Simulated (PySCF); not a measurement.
**CoOF: structure of the singlet**

Where does singlet CoOF go from a linear start, is the end point a minimum, and what are its modes, charges and moments?

Program: PySCF 2.14.0. Level of theory: PBE0, basis Co def2-TZVP, O def2-TZVP, F def2-TZVP, no relativity, density fitting. These are calculated values, not measurements.

## (1) The system as given

3 atoms, charge 0, spin multiplicity 1.

Bond lengths: Co1–O2 1.600 Å, Co1–F3 1.750 Å. Angles: O2–Co1–F3 180.0°.

```xyz
3
charge 0 multiplicity 1
Co    0.0000    0.0000   -0.0815
O     0.0000    0.0000   -1.6815
F     0.0000    0.0000    1.6685
```

## (2) Linear start, singlet: relaxation

The steps below are one call of a driver around PySCF. For each, scf.py gives the equivalent set-up of the SCF; relaxations use the driver's own optimiser. Before each start the driver seeks the lowest SCF state from one or more starting densities and follows internal instabilities, so scf.py alone need not reach the same state.

The program finds C∞v symmetry in the start, which this walk keeps. The walk stops when the largest gradient is under 0.0003 Eh/bohr and the energy has settled too.

The input, scf.py:

```python
from pyscf import gto, scf, dft
mol = gto.M(atom='''
Co     0.000000    -0.000000    -0.081504
O      0.000000    -0.000000    -1.681504
F      0.000000     0.000000     1.668496''',
    basis={'Co': 'def2-TZVP', 'O': 'def2-TZVP', 'F': 'def2-TZVP'},
    charge=0, spin=0)
mf = dft.RKS(mol, xc='PBE0')
mf.grids.atom_grid = (50, 194)
aux = {'Co': 'def2-universal-JKFIT', 'O': 'def2-universal-JKFIT', 'F': 'def2-universal-JKFIT'}
mf = mf.density_fit(auxbasis=aux)
mf.kernel()
```

The optimiser's trace:

```tsv
step	energy (Eh)	change (kJ/mol)	largest symmetric gradient (Eh/bohr)
0	-1557.422587	0.00	0.04955
1	-1557.427249	-12.24	0.01310
2	-1557.427346	-12.49	0.00218
3	-1557.427348	-12.50	0.00005
```

The walk took 10 s on 4 threads, shared host.

Geometry (Å) and forces (eV/Å) at some steps:

```
step 0
Co   0.000   0.000  -0.082   0.000   0.000  -0.948
O    0.000   0.000  -1.681   0.000   0.000   2.548
F    0.000   0.000   1.669   0.000   0.000  -1.599
step 1
Co   0.000   0.000  -0.083   0.000   0.000   0.673
O    0.000   0.000  -1.622   0.000   0.000  -0.398
F    0.000   0.000   1.610   0.000   0.000  -0.276
step 2
Co   0.000   0.000  -0.077   0.000   0.000  -0.112
O    0.000   0.000  -1.623   0.000   0.000   0.060
F    0.000   0.000   1.606   0.000   0.000   0.052
step 3
Co   0.000   0.000  -0.078   0.000   0.000   0.000
O    0.000   0.000  -1.623   0.000   0.000   0.002
F    0.000   0.000   1.607   0.000   0.000  -0.003
```

After 3 steps and 12.5 kJ/mol it ends at C∞v: Co–F 1.684 Å, Co–O 1.545 Å; F–Co–O 180.0°.

## (3) Is it a minimum? Harmonic modes

The point is checked on the finer grid, and tightened if its gradient asks for it. The Hessian and the dipole derivatives come from central differences of analytic gradients, with steps of 0.01 bohr.

Changes to scf.py since step 2:

```diff
@@ -3,3 +3,3 @@
-Co     0.000000    -0.000000    -0.081504
-O      0.000000    -0.000000    -1.681504
-F      0.000000     0.000000     1.668496''',
+Co     0.000000    -0.000000    -0.077686
+O      0.000000    -0.000000    -1.622855
+F     -0.000000     0.000000     1.607019''',
@@ -9 +9 @@
-mf.grids.atom_grid = (50, 194)
+mf.grids.atom_grid = (75, 302)
```

This SCF starts from the last density.

SCF at the final geometry:

```text
init E= -1557.42725303754
  HOMO = -0.315791708415297  LUMO = -0.184543584401906  gap/eV = 3.57144
cycle= 1 E= -1557.42725303712  delta_E= 4.26e-10  |g|= 5.84e-05  |ddm|= 1.99e-05
  HOMO = -0.315785781156031  LUMO = -0.184534921164943  gap/eV = 3.57152
cycle= 2 E= -1557.42725301897  delta_E= 1.81e-08  |g|= 0.000389  |ddm|= 0.000125
  HOMO = -0.315791642379061  LUMO = -0.184543195475656  gap/eV = 3.57145
cycle= 3 E= -1557.42725303752  delta_E= -1.86e-08  |g|= 1.28e-05  |ddm|= 0.000107
  HOMO = -0.315791137864821  LUMO = -0.184542663797657  gap/eV = 3.57145
cycle= 4 E= -1557.42725303755  delta_E= -2.91e-11  |g|= 1.47e-07  |ddm|= 5.88e-06
  HOMO = -0.315791139875003  LUMO = -0.184542665511422  gap/eV = 3.57145
Extra cycle  E= -1557.42725303755  delta_E= -1.82e-12  |g|= 7.64e-07  |ddm|= 2.72e-07
converged SCF energy = -1557.42725303755
```

The whole step took 33 s.

Geometry: C∞v; Co–F 1.685 Å, Co–O 1.545 Å; F–Co–O 180.0°.

Modes, for the most abundant isotopes:

```csv
symmetry,ω (cm⁻¹),IR (km/mol),μ (u)
π,111i,27.3,23.18
σ+,716,54.1,19.79
σ+,1117,123,20.14
```

With 2 modes imaginary (up to 111i cm⁻¹) this point is a saddle.

Properties at this point:

- Dipole moment: 0.22 D
- Highest occupied level: -8.59 eV
- Lowest empty level: -5.02 eV
- Rotational constants: 0.1841 cm⁻¹
- Zero-point energy (real modes): 11.0 kJ/mol
- Principal polarisabilities: 21.0, 21.0, 40.9 bohr³
- Atomisation energy without zero-point energy: 645 kJ/mol
- Principal traceless quadrupole moments about the centre of mass: -7.42, 3.71, 3.71 D Å

Charges (e) and bond orders:

```csv
atom,Mulliken,Löwdin,polar tensor,Mayer order to Co1
Co1,0.86,0.41,1.04,–
O2,-0.43,-0.17,-0.46,2.17
F3,-0.43,-0.24,-0.58,0.92
```

Mulliken populations on Co1: s 6.62, p 12.20, d 7.31, f 0.00.

## (4) Downhill along the imaginary mode

The atoms are moved a little along the softest imaginary mode and relaxed again.

The program finds Cs symmetry in the start, which this walk keeps.

Changes to scf.py since step 3:

```diff
@@ -3,3 +3,3 @@
-Co     0.000000    -0.000000    -0.077686
-O      0.000000    -0.000000    -1.622855
-F     -0.000000     0.000000     1.607019''',
+Co     0.123814    -0.039899    -0.077634
+O     -0.237950     0.076680    -1.622802
+F     -0.183740     0.059210     1.607071''',
@@ -9 +9 @@
-mf.grids.atom_grid = (75, 302)
+mf.grids.atom_grid = (50, 194)
```

Steps of the walk:

```tsv
step	energy (Eh)	change (kJ/mol)	largest symmetric gradient (Eh/bohr)
0	-1557.425557	0.00	0.04405
1	-1557.428353	-7.34	0.00837
2	-1557.428406	-7.48	0.00094
3	-1557.428414	-7.50	0.00064
4	-1557.428438	-7.57	0.00009
5	-1557.428438	-7.57	0.00001
```

The walk took 16 s.

Positions (Å) and forces (eV/Å) along the way:

```
step 0
Co   0.124  -0.040  -0.078  -0.688   0.221  -1.363
O   -0.238   0.077  -1.623   0.526  -0.168   2.265
F   -0.184   0.059   1.607   0.162  -0.053  -0.902
step 1
Co   0.117  -0.038  -0.086   0.107  -0.035   0.430
O   -0.233   0.075  -1.577  -0.102   0.036  -0.320
F   -0.182   0.059   1.569  -0.004  -0.001  -0.110
step 3
Co   0.123  -0.040  -0.083   0.032  -0.009  -0.033
O   -0.236   0.076  -1.577  -0.014   0.006   0.029
F   -0.185   0.060   1.567  -0.018   0.004   0.004
step 5
Co   0.143  -0.046  -0.084   0.002   0.005  -0.001
O   -0.247   0.079  -1.569  -0.004  -0.001   0.001
F   -0.194   0.063   1.559   0.002  -0.004   0.000
```

End point (Cs, 5 steps, 7.6 kJ/mol gained): Co–F 1.681 Å, Co–O 1.541 Å; F–Co–O 152.4°.

## (5) Hessian and properties

As before: finer grid, then central differences.

Changes to scf.py since step 4:

```diff
@@ -3,3 +3,3 @@
-Co     0.123814    -0.039899    -0.077634
-O     -0.237950     0.076680    -1.622802
-F     -0.183740     0.059210     1.607071''',
+Co     0.134621    -0.043382    -0.079446
+O     -0.255079     0.082199    -1.564716
+F     -0.202842     0.065366     1.563791''',
@@ -9 +9 @@
-mf.grids.atom_grid = (50, 194)
+mf.grids.atom_grid = (75, 302)
```

SCF at the final geometry:

```text
init E= -1557.42835672949
  HOMO = -0.312121813577701  LUMO = -0.181676027229085  gap/eV = 3.54961
cycle= 1 E= -1557.42835672816  delta_E= 1.32e-09  |g|= 9.88e-05  |ddm|= 6.17e-05
  HOMO = -0.312135922944234  LUMO = -0.181690956096009  gap/eV = 3.54959
cycle= 2 E= -1557.42835671928  delta_E= 8.88e-09  |g|= 0.00025  |ddm|= 0.000158
  HOMO = -0.312126150748272  LUMO = -0.181680809524446  gap/eV = 3.54960
cycle= 3 E= -1557.42835672949  delta_E= -1.02e-08  |g|= 4.5e-05  |ddm|= 0.000117
  HOMO = -0.312125583076882  LUMO = -0.181679962238032  gap/eV = 3.54961
cycle= 4 E= -1557.42835672976  delta_E= -2.7e-10  |g|= 2.61e-06  |ddm|= 1.23e-05
  HOMO = -0.312125743004826  LUMO = -0.181680176148486  gap/eV = 3.54960
cycle= 5 E= -1557.42835672976  delta_E= 4.77e-12  |g|= 1.04e-06  |ddm|= 2.49e-06
  HOMO = -0.312125737495323  LUMO = -0.181680170817831  gap/eV = 3.54960
Extra cycle  E= -1557.42835672977  delta_E= -9.78e-12  |g|= 1.01e-06  |ddm|= 5.21e-06
converged SCF energy = -1557.42835672977
```

The whole step took 50 s.

Geometry: Cs; Co–F 1.681 Å, Co–O 1.541 Å; F–Co–O 152.4°.

Harmonic modes (main isotopes):

```tsv
symmetry	ω (cm⁻¹)	IR (km/mol)
a'	125	19.2
a'	723	68.2
a'	1092	128
```

Every mode is real; the point is a minimum.

Constants and moments:

```
Dipole moment                                                   : 1.15 D
Highest occupied level                                          : -8.49 eV
Lowest empty level                                              : -4.94 eV
Rotational constants                                            : 5.285, 0.196, 0.189 cm⁻¹
Zero-point energy                                               : 11.6 kJ/mol
Principal polarisabilities                                      : 20.0, 20.8, 39.3 bohr³
Atomisation energy without zero-point energy                    : 647 kJ/mol
Principal traceless quadrupole moments about the centre of mass : -6.90, 3.29, 3.60 D Å
Entropy at 298.15 K and 1 bar                                   : 270.2 J/(mol K)
Heat capacity Cp at 298.15 K                                    : 45.8 J/(mol K)
Enthalpy at 298.15 K above 0 K                                  : 12.06 kJ/mol
Rotational symmetry number                                      : 1
```

Charges (e) and bond orders:

```tsv
atom	Mulliken	Löwdin	polar tensor	Mayer order to Co1
Co1	0.91	0.40	1.14	–
O2	-0.45	-0.17	-0.53	2.15
F3	-0.46	-0.23	-0.61	0.89
```

Mulliken populations on Co1: s 6.55, p 12.20, d 7.34, f 0.00.

## (6) Stability of the closed shell

At the lowest minimum the closed shell is tested against spin polarisation, on the (50, 194) grid. It is unstable: an open-shell solution lies lower. That solution was not followed to a minimum here.

## (7) The points found, side by side

| spin | group | bonds | imaginary modes (cm⁻¹) | ΔE (kJ/mol) | with zero-point energy |
| --- | --- | --- | --- | --- | --- |
| singlet | Cs | Co–F 1.681 Å, Co–O 1.541 Å | none | 0.0 | 0.0 |
| singlet | C∞v | Co–F 1.685 Å, Co–O 1.545 Å | 111i, 111i | 2.9 | – |

## (8) What came out

| quantity | value |
| --- | --- |
| minimum | singlet, Cs (closed shell, unstable towards spin polarisation) |
| geometry | Co–F 1.681 Å, Co–O 1.541 Å; F–Co–O 152.4° |
| wavenumbers (cm⁻¹) | 125 (a'), 723 (a'), 1092 (a') |
| dipole moment | 1.15 D |
| highest occupied, lowest empty level | -8.49, -4.94 eV |
| polar-tensor charge of Co1 | +1.14 e |
| zero-point energy | 11.6 kJ/mol |

What this shows: From C∞v at the start the molecule goes to a Cs minimum, after a first stop at a second-order saddle point 2.9 kJ/mol higher, from which it was pushed off along an imaginary mode. The strongest infrared band lies at 1092 cm⁻¹ (a', stretch). Other starts or spin states, not run here, may lie lower. A stability analysis at the minimum finds the closed shell unstable towards spin polarisation: an open-shell solution lies lower, and these values are not those of the lowest state.

The search up to here took 2.1 min on 4 threads, shared host.
